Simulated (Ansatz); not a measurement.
# CH₄S₂Sn: an energy map over two coordinates

How does the energy of CH4S2Sn, SMILES C[S][Sn][SH] change over two coordinates at once? A grid of runs gives the map.

Method: RKS PBE0-D4/def2-TZVP; program: Ansatz 0.2.0.

**1. The starting structure**

SMILES `C[S][Sn][SH]`, 8 atoms, charge 0, spin multiplicity 1.

Atoms are counted from 1 here; the program's logs count them from 0.

Bond lengths: C1–S2 1.829 Å, C1–H5 1.108 Å, C1–H6 1.108 Å, C1–H7 1.108 Å, S2–Sn3 2.482 Å, Sn3–S4 2.489 Å, S4–H8 1.363 Å. Angles: S2–C1–H5 111.5°, S2–C1–H6 111.5°, S2–C1–H7 107.1°, H5–C1–H6 109.7°, H5–C1–H7 108.4°, H6–C1–H7 108.4°, C1–S2–Sn3 109.3°, S2–Sn3–S4 100.9°, Sn3–S4–H8 97.9°.

Coordinates:

```
C     0.29702    1.02673   -0.37905
S     0.76891    0.75266    1.36705
Sn    0.09316   -1.53585    2.04823
S    -0.93663   -2.37107   -0.05790
H    -0.80036    0.96248   -0.51872
H     0.80225    0.30809   -1.05489
H     0.62456    2.04990   -0.64825
H    -0.75671   -1.25013   -0.81228
```

This geometry comes from a loose relaxation at PBE in a small basis, which is not shown.

**3. Plan of the scan**

The axes are (1) angle S2–Sn3–S4 (carried through 180): 11 values from 83.5 to 276.5 °; (2) change of the bonds Sn3–S2, Sn3–S4, all alike: 11 values from −0.267 to 0.413 Å.

Nothing else is relaxed (all other coordinates rigid). Energies count from the relaxed molecule at the same level. Points are written as (first, second).

(The set-up runs are not shown.)

**4. The run at (199.3°, 0.413 Å)**

The input, input.yaml:

```yaml
crystal:
  periodic: [false, false, false]
  atoms:
    - { symbol: C, position_ang: [1.62121, 2.013946, 2.398269] }
    - { symbol: S, position_ang: [1.394283, 0.559107, 3.449789] }
    - { symbol: Sn, position_ang: [0.090348, -1.511473, 2.014826] }
    - { symbol: S, position_ang: [-1.110633, -4.028013, 1.416545] }
    - { symbol: H, position_ang: [0.662693, 2.415372, 2.068625] }
    - { symbol: H, position_ang: [2.247723, 1.783417, 1.536354] }
    - { symbol: H, position_ang: [2.125046, 2.768637, 3.002575] }
    - { symbol: H, position_ang: [-1.443386, -3.78645, 0.139156] }
basis:
  gaussian: { orbitals: def2-TZVP }
hamiltonian:
  xc: pbe0
  dispersion: d4
output:
  forces: true
```

Launch:

```sh
> ansatz run input.yaml --threads 1 --pin off --max-ram 2560MiB --backend cpu --events-out ev --progress --plain --runs-dir out
```

The session goes on with these runs: the other points that were computed.

Before running it: what results should come out? Wanted: lowest point; highest computed point; largest force on an atom.

The runs gave:

| quantity | value |
| --- | --- |
| lowest point | (102.8°, 0.005 Å), 0.0024 eV |
| highest computed point | (180.0°, −0.267 Å), 4.32 eV above the lowest |
| largest force on an atom (eV/Å) | 0.1 at (102.8°, 0.005 Å) to 7.1 at (276.5°, −0.267 Å); 0.1 at the lowest point |
| time for the whole task | 24 min on 1 thread, shared host |

**Reading.** The lowest computed point is at (102.8°, 0.005 Å), 0.0024 eV from the relaxed molecule at the same level. The grid is coarse, so the lowest point of the scanned range may lie between grid points; coordinates that were held can hide deeper minima. The grid shows no well of another kind. The highest computed point, (180.0°, −0.267 Å), lies 4.32 eV above the lowest. Round the minimum the valley is somewhat tilted: raising the first coordinate shifts the best value of the second coordinate downwards (coupling k₁₂/√(k₁₁k₂₂) about 0.2). Between some neighbouring points the energy changes steeply, from close contacts of the rigid frames or a change of state; the map doesn't tell which.
